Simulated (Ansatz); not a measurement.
# BClH₂Se: one species, many methods

An exercise on one series of results from a longer session: the logs are not shown, and one member is left open.

The runs use Ansatz 0.2.0, Gaussian basis; functionals in def2-TZVPP, the program's frozen cores in correlated methods.

The runs, in order: LDA (SPW92), PBE-D4, revPBE-D4, BLYP-D4, r2SCAN-D4, B97M-V, PBE0-D4, B3LYP-D4, r2SCANh-D4, r2SCAN0-D4, HSE06-D4, BHLYP-D4, CAM-B3LYP-D4, LC-ωPBE, ωB97X-V, ωB97M-V, B2PLYP, PBE-QIDH; CCSD(T)/def2-SVP; CCSD(T)/def2-TZVPP; MP2/def2-QZVPP; extrapolation to the limit; RPA on PBE.

## Structure used throughout

An earlier PBE0-D4 in a triple-zeta def2 set relaxation fixed the geometry.

5 atoms, charge 0, spin multiplicity 1.

Atoms are counted from 1 here; the program's logs count them from 0.

Bond lengths: Cl1–B2 1.743 Å, B2–Se3 1.916 Å, B2–H4 1.188 Å, Se3–H5 1.469 Å. Angles: Cl1–B2–Se3 118.9°, Cl1–B2–H4 119.6°, Se3–B2–H4 121.5°, B2–Se3–H5 94.6°.

Set-up of the first run:

in.yaml reads:

```yaml
crystal:
  periodic: [false, false, false]
  atoms:
    - {symbol: Cl, position_ang: [-2.133389, -0.290031, -0.272293]}
    - {symbol: B, position_ang: [-0.406804, -0.344459, -0.042369]}
    - {symbol: Se, position_ang: [0.577128, 1.299682, -0.015946]}
    - {symbol: H, position_ang: [0.133444, -1.393525, 0.094020]}
    - {symbol: H, position_ang: [1.879521, 0.654733, 0.195188]}
basis:
  gaussian: {orbitals: def2-TZVPP}
hamiltonian: {xc: lda}
output: {orbitals: {seedname: orbitals}}
```

Among the steps run: LDA; PBE-D4 (GGA); revPBE-D4 (GGA); BLYP-D4 (GGA); r2SCAN-D4 (meta-GGA); B97M-V (meta-GGA); PBE0-D4 (hybrid); B3LYP-D4 (hybrid); r2SCANh-D4 (hybrid); r2SCAN0-D4 (hybrid); HSE06-D4 (hybrid); BHLYP-D4 (hybrid); CAM-B3LYP-D4 (range-separated); LC-ωPBE-D4 (range-separated; the results give it without D4); ωB97X-V (range-separated); ωB97M-V (range-separated); B2PLYP (double hybrid); PBE-QIDH (double hybrid).

One table of the session follows, with a row left open; its other results are not shown here.

It belongs to the step «Frontier levels by functional». 

| functional | HOMO (eV) | LUMO (eV) | gap (eV) |
| --- | --- | --- | --- |
| LDA (SPW92) | -6.88 | -2.58 | 4.30 |
| PBE-D4 | -6.72 | -2.33 | 4.38 |
| revPBE-D4 | -6.66 | -2.24 | 4.42 |
| BLYP-D4 | -6.53 | -2.15 | 4.37 |
| r2SCAN-D4 | ? | ? | ? |
| B97M-V | -7.00 | -2.02 | 4.98 |
| PBE0-D4 | -7.82 | -1.44 | 6.37 |
| B3LYP-D4 | -7.57 | -1.61 | 5.96 |
| r2SCANh-D4 | -7.39 | -1.76 | 5.63 |
| r2SCAN0-D4 | -8.00 | -1.29 | 6.71 |
| HSE06-D4 | -7.42 | -1.83 | 5.60 |
| BHLYP-D4 | -8.75 | -0.40 | 8.35 |
| CAM-B3LYP-D4 | -9.05 | -0.32 | 8.73 |
| LC-ωPBE | -10.41 | 0.75 | 11.16 |
| ωB97X-V | -10.05 | 0.72 | 10.77 |
| ωB97M-V | -9.92 | 0.56 | 10.47 |

Q: Estimate the row for r2SCAN-D4 from the others.

Worked estimate for «HOMO (eV)». Against the share of exact exchange, r2SCANh-D4 (0.1, -7.39), r2SCAN0-D4 (0.25, -8.00) give a slope of -4.07 per unit share; at 0 the line stands at -6.98.

The run gave: HOMO (eV): -6.99; LUMO (eV): -2.07; gap (eV): 4.92. In «HOMO (eV)» the line misses by +0.01.
